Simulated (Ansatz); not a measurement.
**CH₄ClNSi: taking an electron away**

How much energy removes an electron from CH₄ClNSi at fixed geometry? The cation is run at each level and the neutral's energy taken from earlier runs.

Computed with Ansatz 0.2.0, Gaussian basis. Level: unrestricted cation, the program's frozen cores in correlated methods.

Plan: UKS PBE-D4/def2-TZVPP; UKS r2SCAN-D4/def2-TZVPP; UKS PBE0-D4/def2-TZVPP; UKS B3LYP-D4/def2-TZVPP; UKS wB97X-V/def2-TZVPP; UKS wB97M-V/def2-TZVPP; UKS B2PLYP/def2-TZVPP; UHF-CCSD(T)/def2-TZVPP; UHF-MP2/def2-QZVPP; extrapolation to the limit; then −ε(HOMO) from the neutral's earlier runs with LDA (SPW92), PBE-D4, revPBE-D4, BLYP-D4, r2SCAN-D4, B97M-V, PBE0-D4, B3LYP-D4, r2SCANh-D4, r2SCAN0-D4, HSE06-D4, BHLYP-D4, CAM-B3LYP-D4, LC-ωPBE, ωB97X-V, ωB97M-V.

### 1 The geometry

All runs share one geometry, relaxed beforehand with PBE0-D4/def2-TZVP.

SMILES `N=C([SiH3])Cl`, 8 atoms, charge 0, spin multiplicity 1.

Atoms are counted from 1 here; the program's logs count them from 0.

Bond lengths: N1–C2 1.248 Å, N1–H5 1.020 Å, C2–Si3 1.893 Å, C2–Cl4 1.786 Å, Si3–H6 1.482 Å, Si3–H7 1.482 Å, Si3–H8 1.480 Å. Angles: C2–N1–H5 114.3°, N1–C2–Si3 124.3°, N1–C2–Cl4 123.1°, Si3–C2–Cl4 112.7°, C2–Si3–H6 107.7°, C2–Si3–H7 107.7°, C2–Si3–H8 108.6°, H6–Si3–H7 109.8°, H6–Si3–H8 111.4°, H7–Si3–H8 111.4°.

### 2 Cation, UKS PBE-D4/def2-TZVPP

Contents of in.yaml:

```yaml
crystal:
  periodic: [false, false, false]
  atoms:
    - {symbol: N, position_ang: [-0.133963, 1.454717, -0.961907]}
    - {symbol: C, position_ang: [-0.418521, 0.335375, -0.490032]}
    - {symbol: Si, position_ang: [0.653358, -0.598331, 0.760326]}
    - {symbol: Cl, position_ang: [-1.899099, -0.560559, -0.931261]}
    - {symbol: H, position_ang: [-0.820556, 1.817518, -1.623873]}
    - {symbol: H, position_ang: [1.022560, -1.900497, 0.155691]}
    - {symbol: H, position_ang: [-0.163537, -0.822565, 1.976881]}
    - {symbol: H, position_ang: [1.851856, 0.217343, 1.058375]}
basis:
  gaussian: {orbitals: def2-TZVPP}
total_charge: 1
magnetization: {spin_polarized: true, initial_magnetization: 1}
hamiltonian: {xc: pbe, dispersion: d4}
```

After this run come: Cation, UKS r2SCAN-D4/def2-TZVPP; Cation, UKS PBE0-D4/def2-TZVPP; Cation, UKS B3LYP-D4/def2-TZVPP; Cation, UKS wB97X-V/def2-TZVPP; Cation, UKS wB97M-V/def2-TZVPP; Cation, UKS B2PLYP (frozen core)/def2-TZVPP; Cation, UHF-CCSD(T)/def2-TZVPP; Cation, UHF-MP2/def2-QZVPP.

Before running them: what should the planned runs give, taken together? Wanted: ionisation energy, CCSD(T)/CBS; nearest functional by difference; nearest −ε(HOMO); −ε(HOMO) of PBE; T1 of the cation.

As calculated:

| quantity | value |
| --- | --- |
| ionisation energy, CCSD(T)/CBS | 10.67 eV |
| nearest functional by difference | ωB97X-V (-0.14 eV) |
| nearest −ε(HOMO) | ωB97X-V (-0.05 eV) |
| −ε(HOMO) of PBE | 6.86 eV |
| T1 of the cation | 0.037 |

**Reading.** Energy differences with functionals land within 0.46 eV of the reference. −ε(HOMO) of PBE misses by 3.8 eV, since self-interaction lifts the level. Among orbital estimates ωB97X-V comes nearest. Hartree-Fock falls 1.27 eV short, as the neutral has more correlation energy than the cation. The cation's T1 (from the report) is 0.037, near the customary mark of 0.045 for open shells, so the coupled-cluster value is less safe.
